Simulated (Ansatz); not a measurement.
# SiN2H5OF (SMILES N[Si](N)(O)F): revPBE/cc-pVDZ

Aim: the energy change on altering one bond length of SiN2H5OF at revPBE/cc-pVDZ, from 2 runs. 

Program for the calculation: Ansatz 0.2.0.

122 further runs of the same task are left out: 122 set aside as unsound or not needed. Runs told in other sessions of the task aren't counted.

## Step 1: The structure to begin with

The species is SiN2H5OF (10 atoms), meant as a singlet with charge 0. SMILES: `N[Si](N)(O)F`. The coordinates come from a PBE0-D4/def2-TZVP relaxation. This is one conformer, not always the lowest.

Bond lengths: N1–Si2 1.685 Å, Si2–N3 1.695 Å, Si2–O4 1.637 Å, Si2–F5 1.605 Å, N1–H6 1.004 Å, N1–H7 1.005 Å, N3–H8 1.005 Å, N3–H9 1.005 Å, O4–H10 0.958 Å. Some angles: N1–Si2–N3 109.0°, N1–Si2–O4 103.8°, N1–Si2–F5 116.8°, N3–Si2–O4 119.6°, N3–Si2–F5 102.6°, O4–Si2–F5 105.7°, Si2–N1–H6 122.0°, Si2–N1–H7 121.9°, Si2–N3–H8 121.3°, Si2–N3–H9 121.7°.

## Step 2: A single-point energy at revPBE/cc-pVDZ

Input file run.yaml:

```yaml
crystal:
  periodic: [false, false, false]
  atoms:
    - symbol: "N"
      position_ang: [-0.415800, 1.495400, -0.024800]
    - symbol: Si
      position_ang: [0.063400, -0.096400, -0.298300]
    - symbol: N
      position_ang: [-0.488700, -1.065100, 0.977800]
    - symbol: O
      position_ang: [1.671000, 0.022600, -0.585100]
    - symbol: F
      position_ang: [-0.553900, -0.827100, -1.586600]
    - symbol: H
      position_ang: [-1.328300, 1.723100, 0.327300]
    - symbol: H
      position_ang: [0.046600, 2.272000, -0.464100]
    - symbol: H
      position_ang: [-0.741200, -2.027100, 0.831100]
    - symbol: H
      position_ang: [-0.238900, -0.873700, 1.932500]
    - symbol: H
      position_ang: [2.068800, -0.674900, -1.106900]
basis:
  gaussian: {orbitals: cc-pVDZ}
hamiltonian: {xc: {name: revPBE}}
accuracy: high
output: {orbitals: {seedname: orbitals}}
```

Command:

```bash
ansatz run run.yaml --threads 1 --pin off --max-ram 3480MiB --events-out events.jsonl --progress --plain --runs-dir runs
```

Log:

```text
Warning: RAYON_NUM_THREADS=1 ignored (pool sized by the plan → 1); use --threads N
Functional definition: revPBE
  name "revPBE"
  parameter kappa = 1.245
  parameter beta = 0.06672455060314922
  exchange = pbe_x(kappa = kappa, mu = beta*pi^2/3)
  correlation = pbe_c(beta = beta)
2290 factors; integrals over basis functions are off by at most 3.9e-9 eV
mean field evaluation 1: about -15685.6018 eV, gradient 9.7e1 eV
mean field evaluation 2: about -15653.8407 eV, gradient 1.5e2 eV
mean field evaluation 4: about -15702.7908 eV, gradient 1.1e1 eV
mean field evaluation 8: about -15702.9803 eV, gradient 2.4e-1 eV
mean field evaluation 16: about -15702.9804 eV, gradient 1.3e-5 eV
mean field -15702.98043931 eV, -577.0738872822 hartree, gradient 8.7e-8 eV, S^2 0.000000; 0 other end points of the search recorded, 0 dependent functions left out
reference -15702.98044364 eV, -577.0738874413 hartree; 25, 25 occupied and 74, 74 virtual orbitals, 2290 factors
Total energy: -15702.98044364 eV, -577.0738874413 hartree
```

It took 8.4 s on 1 thread of Arm Neoverse V2, shared host; peak memory 0.28 GiB.

## Step 3: The distorted shape, same level

Input file job.yaml:

```yaml
crystal:
  periodic: [false, false, false]
  atoms:
    - symbol: N
      position_ang: [-0.893180, 2.332434, 0.601386]
    - symbol: Si
      position_ang: [-0.413980, 0.740634, 0.327886]
    - symbol: "N"
      position_ang: [-0.966080, -0.228066, 1.603986]
    - symbol: O
      position_ang: [1.193620, 0.859634, 0.041086]
    - symbol: F
      position_ang: [-1.031280, 0.009934, -0.960414]
    - symbol: H
      position_ang: [-1.805680, 2.560134, 0.953486]
    - symbol: H
      position_ang: [-0.430780, 3.109034, 0.162086]
    - symbol: H
      position_ang: [-1.218580, -1.190066, 1.457286]
    - symbol: H
      position_ang: [-0.716280, -0.036666, 2.558686]
    - symbol: H
      position_ang: [2.068800, -0.674900, -1.106900]
basis:
  gaussian: {orbitals: cc-pVDZ}
hamiltonian: {xc: {name: revPBE}}
accuracy: high
output: {orbitals: {seedname: orbitals}}
```

Command:

```bash
ansatz run job.yaml --threads 1 --pin off --max-ram 3480MiB --events-out events.jsonl --progress --plain --runs-dir runs
```

Log (excerpt; [...] marks lines left out):

```text
Warning: RAYON_NUM_THREADS=1 ignored (pool sized by the plan → 1); use --threads N
[... 6 set-up lines as earlier in the session ...]
2289 factors; integrals over basis functions are off by at most 3.8e-9 eV
mean field evaluation 1: about -15673.9927 eV, gradient 1.0e2 eV
mean field evaluation 2: about -15586.0396 eV, gradient 2.0e2 eV
mean field evaluation 4: about -15692.8332 eV, gradient 3.6e1 eV
mean field evaluation 8: about -15697.3733 eV, gradient 1.4e1 eV
mean field evaluation 16: about -15698.1557 eV, gradient 4.7e-1 eV
mean field evaluation 32: about -15698.1565 eV, gradient 1.4e-8 eV
mean field -15698.15654262 eV, -576.8966123484 hartree, gradient 1.4e-8 eV, S^2 0.000000; 2 other end points of the search recorded, 0 dependent functions left out
reference -15698.15654708 eV, -576.8966125125 hartree; 25, 25 occupied and 74, 74 virtual orbitals, 2289 factors
Total energy: -15698.15654708 eV, -576.8966125125 hartree
```

Wall time 11 s (1 thread of Arm Neoverse V2, shared host); peak memory 0.28 GiB.

## Step 4: Outcome

At revPBE/cc-pVDZ:

```
                                                          quantity          value
                                         first shape: total energy  -577.07389 Eh
                                          first shape: HOMO energy       -5.63 eV
                                          first shape: LUMO energy        0.64 eV
                                        first shape: HOMO–LUMO gap        6.27 eV
                                     distorted shape: total energy  -576.89661 Eh
                                      distorted shape: HOMO energy       -5.62 eV
                                      distorted shape: LUMO energy       -5.30 eV
                                    distorted shape: HOMO–LUMO gap        0.32 eV
energy change with the O4–H10 bond stretched from 0.958 to 2.107 Å       4.824 eV
```

**Reading.** One bond (distorted shape) is far stretched, which a spin-restricted single reference describes badly; a broken-symmetry solution may lie lower. With the O4–H10 bond stretched from 0.958 to 2.107 Å the energy rises by 4.82 eV (111 kcal/mol). The first shape isn't relaxed at this level, so the change isn't measured from a minimum. A restricted reference can't describe the breaking bond well at this length.
